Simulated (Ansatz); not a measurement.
Set up this calculation in Ansatz 0.2.0, as the native input.

```
Task                                : band structure
Functional                          : revPBE
Potentials or basis                 : Ansatz PAW
Cutoff                              : 420 eV (not typed: the program's choice for these potentials)
k mesh                              : 6 × 5 × 3
Occupations                         : fermi-dirac, width 0.05 eV
Spin                                : no spin polarisation
Path                                : [["X", "G", "Y"], ["L", "G", "Z"], ["N", "G", "M"], ["R", "G"]]
Points for each segment of the path : 10
```

The system is Ta3AsAu2O13.

```
Ta As Au O
1.0
     5.40201    0.00000    0.00000
    -2.01800    5.60729    0.00000
    -0.72047   -1.86882    8.44060
Ta As Au O
3 1 2 13
Direct
  0.37386 0.58885 0.59831
  0.46236 0.26627 0.18689
  0.70830 0.86746 0.02761
  0.97877 0.98236 0.65371
  0.10388 0.53998 0.17237
  0.66302 0.32022 0.80522
  0.06196 0.03577 0.14158
  0.98182 0.01457 0.85130
  0.11152 0.27055 0.61508
  0.16027 0.81199 0.58364
  0.43055 0.53360 0.06777
  0.91171 0.61275 0.98081
  0.60406 0.15754 0.98626
  0.55565 0.98713 0.20984
  0.30756 0.45473 0.35006
  0.79668 0.50556 0.28659
  0.66380 0.88131 0.55106
  0.47145 0.71751 0.81742
  0.65279 0.45184 0.61449
```

The cell was built by a generator and needn't be a form met in nature.

These files were run (other wordings do the same):

input.yaml

```yaml
crystal:
  lattice:
    - [5.40201, 0.0, 0.0]
    - [-2.018, 5.60729, 0.0]
    - [-0.72047, -1.86882, 8.4406]
  atoms:
    - { symbol: Ta, position: [0.37386, 0.58885, 0.59831] }
    - { symbol: Ta, position: [0.46236, 0.26627, 0.18689] }
    - { symbol: Ta, position: [0.7083, 0.86746, 0.02761] }
    - { symbol: As, position: [0.97877, 0.98236, 0.65371] }
    - { symbol: Au, position: [0.10388, 0.53998, 0.17237] }
    - { symbol: Au, position: [0.66302, 0.32022, 0.80522] }
    - { symbol: O, position: [0.06196, 0.03577, 0.14158] }
    - { symbol: O, position: [0.98182, 0.01457, 0.8513] }
    - { symbol: O, position: [0.11152, 0.27055, 0.61508] }
    - { symbol: O, position: [0.16027, 0.81199, 0.58364] }
    - { symbol: O, position: [0.43055, 0.5336, 0.06777] }
    - { symbol: O, position: [0.91171, 0.61275, 0.98081] }
    - { symbol: O, position: [0.60406, 0.15754, 0.98626] }
    - { symbol: O, position: [0.55565, 0.98713, 0.20984] }
    - { symbol: O, position: [0.30756, 0.45473, 0.35006] }
    - { symbol: O, position: [0.79668, 0.50556, 0.28659] }
    - { symbol: O, position: [0.6638, 0.88131, 0.55106] }
    - { symbol: O, position: [0.47145, 0.71751, 0.81742] }
    - { symbol: O, position: [0.65279, 0.45184, 0.61449] }
hamiltonian:
  xc: revpbe
  pseudopotentials: { kind: paw }
kpoints:
  mp_grid: { grid: [6, 5, 3] }
  band_path:
    path:
      - [[-0.5, 0.0, 0.0], [0.0, 0.0, 0.0], [0.0, 0.0, 0.5]]
      - [[-0.5, 0.0, 0.5], [0.0, 0.0, 0.0], [0.0, 0.5, -0.5]]
      - [[-0.5, 0.5, -0.5], [0.0, 0.0, 0.0], [0.0, 0.5, 0.0]]
      - [[-0.5, 0.5, 0.0], [0.0, 0.0, 0.0]]
    npoints: 10
scf:
  occupations: { method: fermi_dirac, width: 0.05 }
  n_extra_bands: 47
output:
  forces: true
  stress: true
  eigenvalues: true
  fatbands: false
```

Potentials or basis: Ansatz PAW.

Launch:

```sh
$ ansatz run input.yaml --threads 8 --pin off --max-ram 20480MiB --backend cpu --events-out ev --progress --plain --runs-dir out
```

It gave:

The pressure is 2.9 GPa and the largest force is 0.136 eV/Å. The band gap on the k mesh is 0.54 eV, indirect (least direct gap 0.61 eV). The band gap along the path is 0.50 eV, indirect (least direct gap 0.60 eV).

Caveat: the pressure holds a Pulay correction of +0.6 GPa for the finite cutoff; spin-orbit coupling is left out, which moves the levels of the heavy elements; the PAW data sets come from PBE, with cores solved anew for the run's functional, which leaves a small shift of forces and pressure.

Run time: 55 s on 8 threads of Arm Neoverse V2 (shared host), peak memory 2.6 GiB.
